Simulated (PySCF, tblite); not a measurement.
**C₉H₁₄P+: infrared bands and NMR shifts**

Aim: predict the infrared bands and NMR shifts of C₉H₁₄P+ (`C=C[C@@H]1CC[P@@+]1(C)C#CC`).

Computed with tblite 0.8.0 and PySCF 2.14.0, with density-fitted response routines of our own, on a single molecule in the gas phase. Atoms are numbered from 0 throughout.

### 1 The molecule as given

24 atoms, charge 1, multiplicity 1; geometry from: GFN2-xTB.

Bonds of the start (Å): C0–C1 1.32, C1–C2 1.49, C2–C3 1.55, C3–C4 1.55, C4–P5 1.83, P5–C6 1.81, P5–C7 1.73, C7–C8 1.21, C8–C9 1.43, P5–C2 1.85, C0–H10 1.08, C0–H11 1.07, C1–H12 1.08, C2–H13 1.10, C3–H14 1.09, C3–H15 1.09, C4–H16 1.09, C4–H17 1.09, C6–H18 1.09, C6–H19 1.09, C6–H20 1.09, C9–H21 1.09, C9–H22 1.09, C9–H23 1.09.

### 2 Harmonic vibrations with GFN2-xTB

The job: settings as JSON, then the geometry in Å.

```
{"job": {"kind": "ir", "xc": "GFN2-xTB", "basis": "xTB"}, "charge": 1, "multiplicity": 1}
C     -2.206808     1.798393    -0.423058
C     -2.360405     0.531198    -0.755549
C     -1.232126    -0.442785    -0.807484
C     -1.489540    -1.911443    -0.379148
C     -0.139541    -2.154440     0.337638
P      0.094017    -0.342643     0.480763
C     -0.440258     0.267444     2.095850
C      1.641718     0.306000     0.056853
C      2.718791     0.752638    -0.268955
C      3.992584     1.281610    -0.634945
H     -1.234305     2.193602    -0.161823
H     -3.026765     2.493414    -0.419845
H     -3.325917     0.133238    -1.033751
H     -0.754885    -0.417533    -1.794769
H     -1.685144    -2.588872    -1.207195
H     -2.325311    -1.972895     0.316812
H      0.606100    -2.602440    -0.319565
H     -0.182554    -2.719717     1.266701
H     -1.430919    -0.128519     2.317316
H      0.271637    -0.071799     2.849471
H     -0.474475     1.355695     2.099163
H      3.893211     2.332936    -0.904423
H      4.685679     1.193578     0.201447
H      4.393481     0.733105    -1.486820
```

**Question.** This job is followed by: GIAO PBE0/pcSseg-1 NMR shielding, non-relativistic, gas phase. Predict these results of the whole session: strongest single infrared mode (GFN2-xTB); zero-point energy (GFN2-xTB); 13C shifts against TMS (PBE0/pcSseg-1); 1H shifts against TMS (PBE0/pcSseg-1, means over atoms taken as alike); 31P shifts against H3PO4 (PBE0/pcSseg-1).

**Answer**, as computed:

| quantity | value |
| --- | --- |
| strongest single infrared mode (GFN2-xTB) | 2283 cm⁻¹, 550 km/mol |
| zero-point energy (GFN2-xTB) | 123.5 kcal/mol |
| 13C shifts against TMS (PBE0/pcSseg-1) | 138.9, 138.0, 130.5, 65.5, 56.9, 29.8, 25.5, 11.8, 6.4 ppm |
| 1H shifts against TMS (PBE0/pcSseg-1, means over atoms taken as alike) | 6.13, 6.07, 5.41, 4.89, 3.28, 3.01, 2.76, 2.73, 2.39, 2.21 ppm |
| 31P shifts against H3PO4 (PBE0/pcSseg-1) | 3.4 ppm |

What this shows: The lowest mode is imaginary (29i cm⁻¹), so the xTB geometry is not a minimum. The strongest single mode, at 2283 cm⁻¹, moves mainly C8 and C7. GFN2-xTB is a fitted tight-binding method: band positions and strengths are rough. Its intensities can rank the bands wrongly. At PBE0/pcSseg-1: The largest span, 269 ppm, is at C8, where the paramagnetic term is -227 ppm.
